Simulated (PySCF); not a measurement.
# HgF2: forces at shaken geometries

How stiff is HgF2? Its atoms are displaced at random by several amounts. It is a constructed species; whether it can be made isn't addressed.

The runs use PySCF 2.14.0; BP86, Hg def2-SVP with ECP60, F def2-SVP; scalar-relativistic core potentials, no spin–orbit coupling.

3 further runs of the same task are left out: 2 for a known fault of the program, 1 that didn't finish.

## (1) The starting structure

3 atoms, charge 0, spin multiplicity 1.

Bond lengths: Hg1–F2 1.936 Å, Hg1–F3 1.936 Å. Angles: F2–Hg1–F3 180.0°.

As a file:

```
atom   x (Å)   y (Å)    z (Å)
 Hg1  0.0000  0.0000   0.0000
  F2  0.0000  0.0000   1.9362
  F3  0.0000  0.0000  -1.9362
```

Formal oxidation states: Hg +2. An earlier session relaxed this geometry at BP86, Hg def2-SVP with ECP60, F def2-SVP (singlet, point group D∞h).

Its energy there is -353.132327 Eh.

## (2) Atoms moved at random, σ = 0.15 Å

run.py (the lines that set the calculation) reads:

```python
mol = gto.M(atom='''
Hg     0.08488    -0.12649     0.12342
F      0.10255     0.16502     1.93038
F     -0.18742    -0.03853    -2.05380''',
    basis={'Hg': 'def2-SVP', 'F': 'def2-SVP'},
    ecp={'Hg': 'def2-SVP'},
    charge=0, spin=0)
mf = dft.RKS(mol, xc='B88,P86')
mf.grids.atom_grid = (50, 194)
mf = mf.density_fit()  # fitting sets: Hg def2-universal-JKFIT, F def2-universal-JKFIT
mf.conv_tol = 1e-08; mf.max_cycle = 55
mf.kernel(dm0)  # dm0: the density of the relaxed state
```

On the command line:

```
$ OMP_NUM_THREADS=2 python run.py
```

## (3) Atoms moved at random, σ = 0.15 Å

Edit run.py (the lines that set the calculation) of step 2 so:

```diff
@@ -1,5 +1,5 @@
 mol = gto.M(atom='''
-Hg     0.08488    -0.12649     0.12342
-F      0.10255     0.16502     1.93038
-F     -0.18742    -0.03853    -2.05380''',
+Hg    -0.04063    -0.06378    -0.02746
+F      0.10854     0.03060     2.04296
+F     -0.06791     0.03318    -2.01550''',
     basis={'Hg': 'def2-SVP', 'F': 'def2-SVP'},
```

## (4) Atoms moved at random, σ = 0.03 Å

Edit run.py (the lines that set the calculation) of step 3 so:

```diff
@@ -1,5 +1,5 @@
 mol = gto.M(atom='''
-Hg    -0.04063    -0.06378    -0.02746
-F      0.10854     0.03060     2.04296
-F     -0.06791     0.03318    -2.01550''',
+Hg    -0.07001     0.01820     0.00898
+F      0.00325    -0.00346     1.93643
+F      0.06676    -0.01474    -1.94541''',
     basis={'Hg': 'def2-SVP', 'F': 'def2-SVP'},
```

Before running it: what results should come out? Wanted: for each run, σ; energy rise; harmonic estimate −½ F·u; largest force component.

As calculated:

| σ (Å) | energy rise (eV) | harmonic estimate −½ F·u (eV) | largest force component (eV/Å) |
| --- | --- | --- | --- |
| 0.15 | 0.767 | 0.648 | 6.75 |
| 0.15 | 0.220 | 0.202 | 2.16 |
| 0.03 | 0.028 | 0.028 | 0.70 |

Every displacement raises the energy. For a harmonic well the rise equals −½ F·u; the two differ by at most 15 % here (a move with σ = 0.15 Å), from anharmonicity, the grid and the small forces left at the relaxed point. These are double-zeta-type bases without diffuse functions. Spin–orbit coupling is left out.
